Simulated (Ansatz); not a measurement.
# CH4BFSi: a ladder of functionals and wavefunction methods

An exercise on one series of results from a longer session: the logs are not shown, and one member is left open.

Program: Ansatz 0.2.0, Gaussian basis. Level of theory: functionals in def2-TZVPP, the program's frozen cores in correlated methods. These are calculated values, not measurements.

Levels to be run: LDA (SPW92), PBE-D4, revPBE-D4, BLYP-D4, r2SCAN-D4, B97M-V, PBE0-D4, B3LYP-D4, r2SCANh-D4, r2SCAN0-D4, HSE06-D4, BHLYP-D4, CAM-B3LYP-D4, LC-ωPBE, ωB97X-V, ωB97M-V, B2PLYP, PBE-QIDH; CCSD(T)/def2-SVP; CCSD(T)/def2-TZVPP; MP2/def2-QZVPP; extrapolation to the limit; RPA on PBE.

## The relaxed structure

All runs share one geometry, relaxed beforehand with PBE0-D4 in a triple-zeta def2 set.

SMILES `F[SiH]1BC1`, 8 atoms, charge 0, spin multiplicity 1.

Atoms are counted from 1 here; the program's logs count them from 0.

Bond lengths: F1–Si2 1.601 Å, Si2–B3 1.887 Å, Si2–C4 2.007 Å, Si2–H5 1.483 Å, B3–C4 1.487 Å, B3–H6 1.186 Å, C4–H7 1.089 Å, C4–H8 1.099 Å. Angles: F1–Si2–B3 125.6°, F1–Si2–C4 104.8°, F1–Si2–H5 104.6°, B3–Si2–C4 44.8°, B3–Si2–H5 129.7°, C4–Si2–H5 124.5°, Si2–B3–C4 71.9°, Si2–B3–H6 139.7°, C4–B3–H6 130.8°, Si2–C4–B3 63.3°, Si2–C4–H7 144.8°, Si2–C4–H8 81.4°, B3–C4–H7 124.2°, B3–C4–H8 124.2°, H7–C4–H8 109.8°.

The first run:

in.yaml

```yaml
crystal:
  periodic: [false, false, false]
  atoms:
    - {symbol: F, position_ang: [-2.151157, -0.505694, -0.055810]}
    - {symbol: Si, position_ang: [-0.916077, 0.510501, -0.124132]}
    - {symbol: B, position_ang: [0.645491, 0.413171, 0.930293]}
    - {symbol: C, position_ang: [0.713334, -0.661595, -0.094697]}
    - {symbol: H, position_ang: [-1.260237, 1.444376, -1.223227]}
    - {symbol: H, position_ang: [1.489917, 1.124627, 1.364162]}
    - {symbol: H, position_ang: [1.619535, -0.938967, -0.630300]}
    - {symbol: H, position_ang: [-0.048606, -1.443619, -0.222089]}
basis:
  gaussian: {orbitals: def2-TZVPP}
hamiltonian: {xc: lda}
output: {orbitals: {seedname: orbitals}}
```

The run is started by

```
$ ansatz run in.yaml --threads 2 --pin off --events-out ev --progress --plain --max-ram 4352MiB
```

Among the steps run: LDA; PBE-D4 (GGA); revPBE-D4 (GGA); BLYP-D4 (GGA); r2SCAN-D4 (meta-GGA); B97M-V (meta-GGA); PBE0-D4 (hybrid); B3LYP-D4 (hybrid); r2SCANh-D4 (hybrid); r2SCAN0-D4 (hybrid); HSE06-D4 (hybrid); BHLYP-D4 (hybrid); CAM-B3LYP-D4 (range-separated); LC-ωPBE (range-separated); ωB97X-V (range-separated); ωB97M-V (range-separated); B2PLYP (double hybrid); PBE-QIDH (double hybrid).

One table of the session follows, with a row left open; its other results are not shown here.

| functional | HOMO (eV) | LUMO (eV) | gap (eV) |
| --- | --- | --- | --- |
| LDA (SPW92) | -6.22 | -2.81 | 3.41 |
| PBE-D4 | -6.10 | -2.59 | 3.51 |
| revPBE-D4 | -6.05 | -2.51 | 3.54 |
| BLYP-D4 | -5.96 | -2.41 | 3.55 |
| r2SCAN-D4 | -6.29 | -2.36 | 3.94 |
| B97M-V | -6.34 | -2.36 | 3.98 |
| PBE0-D4 | -7.19 | -1.68 | 5.51 |
| B3LYP-D4 | -6.99 | -1.85 | 5.14 |
| r2SCANh-D4 | -6.70 | -2.03 | 4.67 |
| r2SCAN0-D4 | -7.31 | -1.55 | 5.76 |
| HSE06-D4 | ? | ? | ? |
| BHLYP-D4 | -8.13 | -0.65 | 7.48 |
| CAM-B3LYP-D4 | -8.46 | -0.54 | 7.92 |
| LC-ωPBE | -9.77 | 0.57 | 10.34 |
| ωB97X-V | -9.43 | 0.50 | 9.93 |
| ωB97M-V | -9.28 | 0.30 | 9.58 |

Q: Estimate the row for HSE06-D4 from the others.

The run gave: HOMO (eV): -6.79; LUMO (eV): -2.06; gap (eV): 4.73. In the column «HOMO (eV)» it lies between B3LYP-D4 (-6.99) and r2SCANh-D4 (-6.70).
